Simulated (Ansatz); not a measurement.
Born–Oppenheimer molecular dynamics of a periodic cell of 12 atoms, BW$_{2}$ (start crystal BW2, start structure I4/mcm, volume 1 times the crystal's). It starts from a structure without forces on its atoms.

Method: DFT r2SCAN, scalar-relativistic, plane waves, PAW in Ansatz 0.2.0. Settings: cutoff 500 eV, k mesh 2x2x2, fermi-dirac smearing 0.3 eV, no spin polarisation.

```
ensemble             : NVT, Langevin thermostat
time step            : 1 fs
steps asked          : 350
set temperature      : 300 K
friction             : 0.02 /fs
temperature schedule : 350 steps to 3500 K
seed                 : 249052
```

Frames 20 fs apart, positions in Å, forces in eV/Å.

Velocities at 110.0 fs (Å/ps):

```
B 10.43 -5.18 -1.33
B 12.09 -11.64 4.63
W 3.55 -0.17 -0.03
W 3.46 -1.39 -4.55
W -1.16 1.51 2.62
W 3.51 1.76 0.48
B 4.31 1.78 9.01
B -10.01 7.27 -1.86
W -0.13 0.36 0.45
W 3.24 -0.22 1.90
W -0.28 -1.28 2.17
W -1.41 0.01 -1.79
```

```xyz
12
Lattice="5.5672 0.0000 0.0000 0.0000 5.5672 0.0000 0.0000 0.0000 4.7659" Properties=species:S:1:pos:R:3:forces:R:3 time_fs=110.0 energy_less_start_eV=0.675 T=864
B -0.078 -0.057 1.046 1.73 1.57 0.46
B 0.147 0.013 3.878 -2.02 0.33 -1.24
W 1.849 0.913 2.400 -0.36 0.74 -0.37
W 4.674 1.884 2.461 -0.28 -0.91 -0.50
W 1.014 1.898 0.002 -0.28 -0.02 0.76
W 3.749 1.011 0.053 -0.32 -0.43 -0.14
B 2.847 2.780 3.653 -0.32 0.48 -0.90
B 2.823 2.873 1.269 -0.10 -0.58 0.31
W 4.647 3.738 0.074 -0.39 -0.96 -1.38
W 1.845 4.607 -0.025 1.91 0.04 0.95
W 3.823 4.706 2.392 -0.53 -0.63 1.28
W 0.930 3.767 2.357 0.96 0.38 0.77
12
Lattice="5.5672 0.0000 0.0000 0.0000 5.5672 0.0000 0.0000 0.0000 4.7659" Properties=species:S:1:pos:R:3:forces:R:3 time_fs=130.0 energy_less_start_eV=0.624 T=1398
B 0.161 0.039 1.069 -1.21 -0.04 0.25
B 0.123 -0.042 3.710 -0.73 0.72 0.20
W 1.896 0.907 2.405 -0.01 0.91 0.67
W 4.745 1.858 2.400 -0.88 -0.82 0.58
W 1.036 1.912 0.094 -0.09 -0.48 -1.76
W 3.827 1.055 0.043 -0.48 -1.10 0.14
B 2.886 2.890 3.633 -0.44 -1.01 -0.92
B 2.700 2.807 1.328 1.78 0.08 0.40
W 4.675 3.706 0.118 -0.21 0.46 -0.85
W 1.893 4.588 0.032 1.07 0.81 0.01
W 3.820 4.662 2.434 0.14 -0.04 -0.14
W 0.913 3.765 2.365 1.08 0.50 1.42
12
Lattice="5.5672 0.0000 0.0000 0.0000 5.5672 0.0000 0.0000 0.0000 4.7659" Properties=species:S:1:pos:R:3:forces:R:3 time_fs=150.0 energy_less_start_eV=1.797 T=1315
B -0.005 -0.130 1.124 1.31 1.74 0.56
B 0.242 0.136 3.381 -1.84 -1.00 1.97
W 1.947 0.934 2.408 0.59 -0.60 0.06
W 4.789 1.849 2.339 1.22 -1.25 2.37
W 1.097 1.924 0.193 0.75 -1.11 -2.44
W 3.871 1.089 0.079 -0.44 -1.96 -1.25
B 2.960 2.681 3.321 -0.73 1.43 1.64
B 2.986 2.745 1.522 -1.82 1.13 -1.10
W 4.719 3.655 0.183 -1.19 0.84 -2.90
W 1.937 4.581 0.094 0.36 0.24 -0.16
W 3.863 4.639 2.468 -0.45 0.39 0.57
W 0.930 3.747 2.448 2.24 0.14 0.69
12
Lattice="5.5672 0.0000 0.0000 0.0000 5.5672 0.0000 0.0000 0.0000 4.7659" Properties=species:S:1:pos:R:3:forces:R:3 time_fs=170.0 energy_less_start_eV=1.547 T=1767
B 0.254 0.105 1.351 -1.22 -1.62 -1.13
B 0.227 -0.089 3.871 -1.30 1.53 -0.59
W 1.982 0.985 2.451 0.51 -0.21 1.76
W 4.821 1.828 2.300 -0.67 0.41 4.52
W 1.174 1.921 0.260 0.04 -0.21 -3.45
W 3.864 1.065 0.160 0.12 -1.21 -1.76
B 2.934 2.807 3.461 0.07 0.26 0.69
B 2.916 2.991 1.510 -0.26 -1.81 0.09
W 4.759 3.695 0.229 -0.68 1.13 -1.92
W 1.946 4.581 0.128 1.41 0.69 0.23
W 3.873 4.702 2.507 0.91 0.37 0.64
W 0.981 3.762 2.483 1.09 0.65 0.92
12
Lattice="5.5672 0.0000 0.0000 0.0000 5.5672 0.0000 0.0000 0.0000 4.7659" Properties=species:S:1:pos:R:3:forces:R:3 time_fs=190.0 energy_less_start_eV=2.077 T=1746
B 0.308 -0.012 1.285 -1.94 0.86 -0.18
B -0.069 -0.010 4.047 2.61 0.53 -1.63
W 2.040 1.000 2.493 -1.56 -2.24 2.02
W 4.857 1.834 2.389 -0.80 0.06 3.00
W 1.175 1.925 0.274 -1.03 -1.00 -3.30
W 3.884 1.011 0.233 -1.10 0.12 -1.40
B 2.862 2.792 3.415 1.46 0.81 1.50
B 2.758 2.798 1.527 3.02 1.20 -0.02
W 4.807 3.723 0.234 -2.18 -0.67 -0.98
W 1.903 4.544 0.196 2.33 1.02 -1.35
W 3.864 4.746 2.508 0.66 -1.66 0.47
W 1.064 3.795 2.516 -1.47 0.98 1.86
12
Lattice="5.5672 0.0000 0.0000 0.0000 5.5672 0.0000 0.0000 0.0000 4.7659" Properties=species:S:1:pos:R:3:forces:R:3 time_fs=210.0 energy_less_start_eV=2.406 T=1977
B -0.036 0.099 1.103 3.43 -0.94 1.81
B 0.087 0.076 3.658 0.59 0.03 1.15
W 2.068 0.959 2.558 -1.68 0.56 0.99
W 4.915 1.902 2.518 0.23 -1.07 2.42
W 1.156 1.952 0.274 1.12 -1.06 -1.13
W 3.902 0.972 0.282 -2.21 1.20 -3.38
B 2.936 2.979 3.742 0.33 -1.72 -0.74
B 3.207 2.691 1.639 -3.04 1.76 -1.24
W 4.914 3.749 0.200 -3.40 -0.51 -1.18
W 1.872 4.536 0.243 2.29 2.36 -0.53
W 3.828 4.686 2.487 1.09 -0.43 1.40
W 1.011 3.866 2.546 1.25 -0.19 0.44
12
Lattice="5.5672 0.0000 0.0000 0.0000 5.5672 0.0000 0.0000 0.0000 4.7659" Properties=species:S:1:pos:R:3:forces:R:3 time_fs=230.0 energy_less_start_eV=3.432 T=1636
B 0.333 0.050 1.048 -3.13 1.50 1.95
B 0.330 0.041 3.410 -3.76 2.40 3.74
W 2.019 0.900 2.542 1.95 2.60 0.41
W 4.965 1.908 2.576 -2.73 -0.90 -0.53
W 1.210 1.959 0.281 0.08 -0.88 -1.84
W 3.922 0.935 0.235 0.58 0.77 -0.90
B 3.090 2.883 3.921 -0.74 -0.99 -1.15
B 2.951 2.857 1.476 0.62 -0.48 -0.25
W 4.961 3.756 0.111 -2.90 0.35 0.76
W 1.889 4.584 0.239 4.96 0.65 -1.98
W 3.814 4.662 2.495 1.09 -0.51 0.75
W 0.908 3.934 2.551 3.99 -4.51 -0.96
12
Lattice="5.5672 0.0000 0.0000 0.0000 5.5672 0.0000 0.0000 0.0000 4.7659" Properties=species:S:1:pos:R:3:forces:R:3 time_fs=250.0 energy_less_start_eV=3.630 T=1632
B 0.045 0.219 1.357 2.11 -2.75 -0.74
B -0.145 0.150 3.673 4.21 -1.88 0.56
W 2.035 0.927 2.472 -0.08 0.20 1.46
W 5.017 1.872 2.558 -3.90 2.12 -0.70
W 1.240 1.974 0.279 -0.64 -1.54 -3.38
W 3.973 0.955 0.170 -2.53 1.17 0.79
B 3.097 2.526 3.559 -0.26 2.50 0.79
B 2.841 3.015 1.201 2.26 -1.33 1.66
W 4.994 3.754 0.080 -3.29 0.61 1.17
W 1.965 4.657 0.156 0.48 1.67 -1.14
W 3.867 4.629 2.521 -1.47 -0.77 -0.85
W 0.884 3.915 2.514 3.11 0.00 0.37
12
Lattice="5.5672 0.0000 0.0000 0.0000 5.5672 0.0000 0.0000 0.0000 4.7659" Properties=species:S:1:pos:R:3:forces:R:3 time_fs=270.0 energy_less_start_eV=3.685 T=2133
B 0.301 -0.171 1.330 -2.46 4.41 -2.04
B 0.296 0.002 3.964 -1.74 2.63 -1.21
W 2.027 1.030 2.442 1.11 0.16 1.71
W 4.976 1.803 2.511 -0.77 -0.08 0.60
W 1.151 1.955 0.242 2.32 -0.80 -2.12
W 4.058 0.956 0.189 -1.26 0.36 -0.95
B 3.138 2.981 3.305 -2.31 -3.15 1.93
B 3.258 2.909 1.217 -2.09 -0.97 0.90
W 4.991 3.722 0.062 -3.73 -0.17 0.51
W 1.971 4.726 0.055 4.67 -1.86 1.14
W 3.897 4.641 2.510 0.93 3.11 -1.52
W 0.880 3.906 2.511 5.34 -3.65 1.05
12
Lattice="5.5672 0.0000 0.0000 0.0000 5.5672 0.0000 0.0000 0.0000 4.7659" Properties=species:S:1:pos:R:3:forces:R:3 time_fs=290.0 energy_less_start_eV=3.590 T=2446
B 0.266 0.078 0.984 0.64 -1.32 1.42
B 0.337 0.371 3.593 -0.02 -3.77 2.48
W 2.059 1.061 2.422 1.01 0.28 1.22
W 4.910 1.733 2.489 -1.34 4.04 0.60
W 1.109 2.012 0.202 2.45 -0.56 -1.52
W 4.074 1.014 0.258 -1.57 -2.88 -5.32
B 2.869 2.933 3.777 1.10 -1.38 -0.69
B 3.188 2.566 1.149 -2.00 4.55 1.08
W 4.893 3.681 0.061 -1.71 2.41 0.45
W 2.064 4.734 -0.082 -0.05 0.47 3.06
W 3.954 4.736 2.504 0.02 -1.39 -1.00
W 0.981 3.899 2.527 1.47 -0.46 -1.77
12
Lattice="5.5672 0.0000 0.0000 0.0000 5.5672 0.0000 0.0000 0.0000 4.7659" Properties=species:S:1:pos:R:3:forces:R:3 time_fs=310.0 energy_less_start_eV=2.818 T=1696
B 0.391 0.156 0.987 -0.46 -1.96 1.32
B 0.203 0.097 3.685 0.68 0.20 1.10
W 2.115 1.095 2.401 -0.71 0.51 1.32
W 4.827 1.759 2.473 0.56 2.38 1.80
W 1.111 2.026 0.144 -0.32 -1.89 -1.24
W 4.107 1.068 0.252 -3.31 -1.56 -2.81
B 2.870 2.685 4.049 2.29 1.47 -2.18
B 2.770 3.127 1.186 2.05 -1.97 0.76
W 4.795 3.670 0.045 -0.17 2.93 1.47
W 2.120 4.726 -0.080 -0.70 1.91 1.64
W 3.993 4.768 2.544 -0.55 -1.41 -1.61
W 1.077 3.900 2.508 0.62 -0.61 -1.56
12
Lattice="5.5672 0.0000 0.0000 0.0000 5.5672 0.0000 0.0000 0.0000 4.7659" Properties=species:S:1:pos:R:3:forces:R:3 time_fs=330.0 energy_less_start_eV=2.331 T=1931
B 0.168 -0.174 1.203 1.14 2.51 -0.47
B 0.129 0.119 3.884 1.23 -0.48 -0.41
W 2.177 1.086 2.426 -1.99 -0.37 0.29
W 4.830 1.845 2.514 2.57 0.19 0.11
W 1.172 2.045 0.117 0.72 -1.42 -0.39
W 4.074 1.090 0.278 -2.41 -1.01 -1.81
B 3.171 2.629 3.565 -1.90 2.40 0.88
B 2.771 3.209 1.305 1.94 -2.91 0.28
W 4.711 3.721 0.128 1.00 0.17 -0.61
W 2.118 4.772 0.013 -1.52 0.86 -0.32
W 3.966 4.708 2.479 -0.28 -0.01 1.22
W 1.110 3.867 2.479 -0.51 0.06 1.24
```

Of the whole run (350 fs, mean temperature of the second half 2101 K): The schedule's set-point averaged 2700 K over the second half and the system 2101 K, so it lags behind the ramp. A run of 0.35 ps of so small a system gives no equilibrium averages. Limits of this set-up: coarse k mesh.

Time of the run: 56 min on 2 threads of Arm Neoverse V1, on a shared host, peak memory 0.82 GiB.
